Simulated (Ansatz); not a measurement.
# AlF2H3Si: the cost of one run

All numbers below are computed with Ansatz 0.2.0 (UKS PBE-D4/def2-SVP).

## (1) The starting structure

Bond lengths: F1–Al2 1.819 Å, Al2–F3 1.796 Å, Al2–Si4 2.336 Å, Si4–H5 1.441 Å, Si4–H6 1.486 Å, Si4–H7 1.514 Å. Angles: F1–Al2–F3 118.9°, F1–Al2–Si4 121.5°, F3–Al2–Si4 119.5°, Al2–Si4–H5 112.5°, Al2–Si4–H6 110.9°, Al2–Si4–H7 107.6°, H5–Si4–H6 111.9°, H5–Si4–H7 107.5°, H6–Si4–H7 106.0°.

Coordinates:

```xyz
7

F     1.1433   -0.5329    2.4232
Al    0.5937   -0.8982    0.7283
F     0.9044   -2.5310    0.0466
Si   -0.4260    0.7281   -0.6033
H     0.3006    0.9768   -1.8229
H    -0.6575    1.9762    0.1688
H    -1.7974    0.2130   -0.9863
```

## (2) End point A

The input, input.yaml:

```yaml
crystal:
  periodic: [false, false, false]
  atoms:
    - { symbol: F, position_ang: [1.1433, -0.5329, 2.4232] }
    - { symbol: Al, position_ang: [0.5937, -0.8982, 0.7283] }
    - { symbol: F, position_ang: [0.9044, -2.531, 0.0466] }
    - { symbol: Si, position_ang: [-0.426, 0.7281, -0.6033] }
    - { symbol: H, position_ang: [0.3006, 0.9768, -1.8229] }
    - { symbol: H, position_ang: [-0.6575, 1.9762, 0.1688] }
    - { symbol: H, position_ang: [-1.7974, 0.213, -0.9863] }
magnetization:
  spin_polarized: true
basis:
  gaussian: { orbitals: def2-SVP }
hamiltonian:
  xc: pbe
  dispersion: d4
relax:
  f_tol: 0.02
  max_steps: 50
```

Command:

```sh
ansatz run input.yaml --threads 2 --pin off --max-ram 3072MiB --backend cpu --events-out ev --progress --plain --runs-dir out
```

Q: Estimate wall time and peak memory on 2 threads of Arm Neoverse V1, shared host.

About 13 s, with a peak of 0.18 GiB.
